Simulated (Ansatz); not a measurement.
SBr3 in Ansatz: the effect of exact exchange

SBr3:

```
CELL_PARAMETERS angstrom
-1.94152 1.94152 8.12064
1.94152 -1.94152 8.12064
1.94152 1.94152 -8.12064
ATOMIC_POSITIONS crystal
Br 0.50000 0.50000 0.00000
Br 0.25000 0.75000 0.50000
Br 0.75000 0.25000 0.50000
S 0.00000 0.00000 0.00000
```

The cell comes from a database or a generator and needn't be the stable form of this composition.

Alike in all runs:

- Program: Ansatz 0.2.0
- Task: single point
- Functional: HSE06 form with a typed share of exact exchange
- Potentials or basis: Ansatz PAW
- Cutoff: 420 eV (not typed: the program's choice for these potentials)
- k mesh: 5 × 5 × 5
- Occupations: fermi-dirac, width 0.05 eV
- Spin: no spin polarisation

```tsv
exact exchange	pressure (GPa)
0.25	-1.6
0.3	-1.9
0.4	?
0.5	-3.2
```

**Question.** What does the run with exact exchange 0.4 give?

**Answer.** Pressure -2.6 GPa.

Worked out: A straight line through the other rows of the pressure, of slope -6.43 GPa per unit of exact exchange, gives -2.6 GPa, against the run's -2.6.

Caveats: all runs use coarse meshes; an odd number of electrons without spin polarisation forces a metal; a magnetic or distorted state may lie lower; the PAW data sets come from PBE, with cores solved anew for the run's functional, which leaves a small shift of forces and pressure; the thresholds are loose for stress.
